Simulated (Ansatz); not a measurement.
## NaSe, space group Fm-3m: a breakdown of dispersion, smearing and cutoff terms, step by step

Program: the Python package of Ansatz (0.2.0).

Run as a notebook:

In [1]:
```python
import ansatz as az
```

In [2]:
```python
KMESH = (5, 5, 5)
FILLING = "Methfessel-Paxton"
SMEARING_WIDTH = 0.15
```

In [3]:
```python
nase = (
    az.Lattice.fcc(5.986522)
    .space_group(225)
    .atom("Na", [0.0, 0.0, 0.0])
    .atom("Se", [0.5, 0.0, 0.0])
    .primitive()
)
```

In [4]:
```python
[site.symbol for site in nase.resolved().sites]
```
Out [4]:
```text
['Na', 'Se']
```

In [5]:
```python
calc = (
    nase.calculation()
    .kpoints(*KMESH, center="gamma")
    .occupations(FILLING, width=SMEARING_WIDTH)
    .scf(lower_state_search="light")
)
with_term = calc.functional("pbesol", dispersion="d4").basis(380).cutoff_correction(530).run(threads=1, backend="cpu").report
without = calc.functional("pbesol").basis(380).run(threads=1, backend="cpu").report
finer = calc.functional("pbesol").basis(530).run(threads=1, backend="cpu").report
removed = az.free_energy_without(with_term, az.EnergyTerm.DISPERSION)
print(f"dispersion term            {with_term['components']['e_disp']:.5f} eV")
print(f"F less dispersion          {removed:.5f} eV, run without it {without['free_energy_ev']:.5f} eV")
print(f"F less smearing term       {az.free_energy_without(without, az.EnergyTerm.SMEARING):.5f} eV")
print(f"estimated gain to 530 eV   {with_term['cutoff_correction']['energy_ev']:.5f} eV, found {finer['free_energy_ev'] - without['free_energy_ev']:.5f} eV")
```
```text
DeckWarning: basis.ecutwfc = 380 eV is below the records' recommended 420 eV, and the density's cutoff is lower with it unless basis.ecutrho_ratio is high enough to keep the records' density cutoff: compare with a run at a higher cutoff
dispersion term            -0.16590 eV
F less dispersion          -6900.79202 eV, run without it -6900.79202 eV
F less smearing term       -6900.79096 eV
estimated gain to 530 eV   -0.00110 eV, found -0.00109 eV
```

The settings weren't tested for convergence. The cutoff lies under the one recommended for these potentials in some of the runs. Dispersion corrections can be off by several per cent in the lattices of metals, and by several GPa in the pressure at a fixed cell. The mesh is modest for a metal, so energies can be off by several to tens of meV an atom and pressures by half a GPa or more; differences at equal mesh fare better. This cell is a computed structure, which may not be the phase found in nature. Warnings are shown shortened and without file and line. Timing: 2.6 s on 1 thread of Arm Neoverse V2, with other jobs on the host, peak memory 0.35 GiB.
